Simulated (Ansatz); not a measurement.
# GaGeH10NSi2: a ladder of functionals and wavefunction methods

An exercise on one series of results from a longer session: the logs are not shown, and one member is left open.

Program: Ansatz 0.2.0, Gaussian basis. Level of theory: functionals in def2-TZVPP, the program's frozen cores in correlated methods. These are calculated values, not measurements.

The runs, in order: LDA (SPW92), PBE-D4, revPBE-D4, BLYP-D4, r2SCAN-D4, B97M-V, PBE0-D4, B3LYP-D4, r2SCANh-D4, r2SCAN0-D4, HSE06-D4, BHLYP-D4, CAM-B3LYP-D4, LC-ωPBE, ωB97X-V, ωB97M-V, B2PLYP, PBE-QIDH; CCSD(T)/def2-SVP; CCSD(T)/def2-TZVPP; MP2/def2-QZVPP; extrapolation to the limit; RPA on PBE.

## Structure used throughout

All runs share one geometry, relaxed beforehand with PBE0-D4 in a triple-zeta def2 set.

15 atoms, charge 0, spin multiplicity 1.

Atoms are counted from 1 here; the program's logs count them from 0.

Bond lengths: Ga1–N2 1.850 Å, Ga1–H6 1.565 Å, Ga1–H7 1.560 Å, N2–Si3 1.719 Å, N2–H8 1.009 Å, Si3–Si4 2.352 Å, Si3–H9 1.493 Å, Si3–H10 1.492 Å, Si4–Ge5 2.384 Å, Si4–H11 1.488 Å, Si4–H12 1.490 Å, Ge5–H13 1.537 Å, Ge5–H14 1.565 Å, Ge5–H15 1.538 Å. Angles: N2–Ga1–H6 114.5°, N2–Ga1–H7 117.5°, H6–Ga1–H7 127.2°, Ga1–N2–Si3 125.6°, Ga1–N2–H8 116.8°, Si3–N2–H8 116.9°, N2–Si3–Si4 107.2°, N2–Si3–H9 114.5°, N2–Si3–H10 110.4°, Si4–Si3–H9 110.0°, Si4–Si3–H10 107.7°, H9–Si3–H10 106.9°, Si3–Si4–Ge5 105.6°, Si3–Si4–H11 114.4°, Si3–Si4–H12 112.4°, Ge5–Si4–H11 108.4°, Ge5–Si4–H12 107.6°, H11–Si4–H12 108.2° and more.

The first run:

Contents of in.yaml:

```yaml
crystal:
  periodic: [false, false, false]
  atoms:
    - {symbol: Ga, position_ang: [-1.319056, -1.175582, 1.167684]}
    - {symbol: N, position_ang: [0.520273, -1.369714, 1.119980]}
    - {symbol: Si, position_ang: [1.518310, -1.109818, -0.255481]}
    - {symbol: Si, position_ang: [0.457723, 0.513981, -1.586256]}
    - {symbol: Ge, position_ang: [-0.700534, 1.933828, -0.060869]}
    - {symbol: H, position_ang: [-2.016234, -1.241668, -0.231505]}
    - {symbol: H, position_ang: [-2.009443, -1.194922, 2.566420]}
    - {symbol: H, position_ang: [0.987547, -1.489917, 2.006397]}
    - {symbol: H, position_ang: [1.788752, -2.334375, -1.064968]}
    - {symbol: H, position_ang: [2.842645, -0.562590, 0.160090]}
    - {symbol: H, position_ang: [-0.526774, -0.034309, -2.557289]}
    - {symbol: H, position_ang: [1.431495, 1.357027, -2.335697]}
    - {symbol: H, position_ang: [-1.812308, 2.787974, -0.691072]}
    - {symbol: H, position_ang: [-1.418146, 1.076425, 1.034239]}
    - {symbol: H, position_ang: [0.255750, 2.843658, 0.728346]}
basis:
  gaussian: {orbitals: def2-TZVPP}
hamiltonian: {xc: lda}
output: {orbitals: {seedname: orbitals}}
```

Run with:

```console
$ ansatz run in.yaml --threads 2 --pin off --events-out ev --progress --plain --max-ram 22528MiB --backend cuda --devices 0, --max-vram 18GiB
```

Steps of the session up to this table: LDA; PBE-D4 (GGA); revPBE-D4 (GGA); BLYP-D4 (GGA); r2SCAN-D4 (meta-GGA); B97M-V (meta-GGA); B3LYP-D4 (hybrid); r2SCANh-D4 (hybrid); r2SCAN0-D4 (hybrid); HSE06-D4 (hybrid); BHLYP-D4 (hybrid); CAM-B3LYP-D4 (range-separated); LC-ωPBE (range-separated); ωB97X-V (range-separated); ωB97M-V (range-separated); B2PLYP (double hybrid); PBE-QIDH (double hybrid).

One table of the session follows, with a row left open; its other results are not shown here.

It belongs to the step «Orbital energies across the functionals». 

```
  functional  HOMO (eV)  gap (eV)
 LDA (SPW92)      -6.18      4.20
      PBE-D4      -6.04      4.35
   revPBE-D4      -5.99      4.41
     BLYP-D4      -5.91      4.33
   r2SCAN-D4      -6.30      4.87
      B97M-V      -6.42      4.87
     PBE0-D4      -7.24      6.36
    B3LYP-D4      -7.04      5.93
  r2SCANh-D4      -6.75      5.60
  r2SCAN0-D4      -7.42      6.70
    HSE06-D4      -6.85      5.60
    BHLYP-D4      -8.34      8.32
CAM-B3LYP-D4          ?         ?
     LC-ωPBE      -9.87     11.04
     ωB97X-V      -9.54     10.62
     ωB97M-V      -9.40     10.25
```

Estimate the missing values for CAM-B3LYP-D4.

The run gave: HOMO (eV): -8.55; gap (eV): 8.63. In the column «HOMO (eV)» it lies between ωB97M-V (-9.40) and BHLYP-D4 (-8.34).
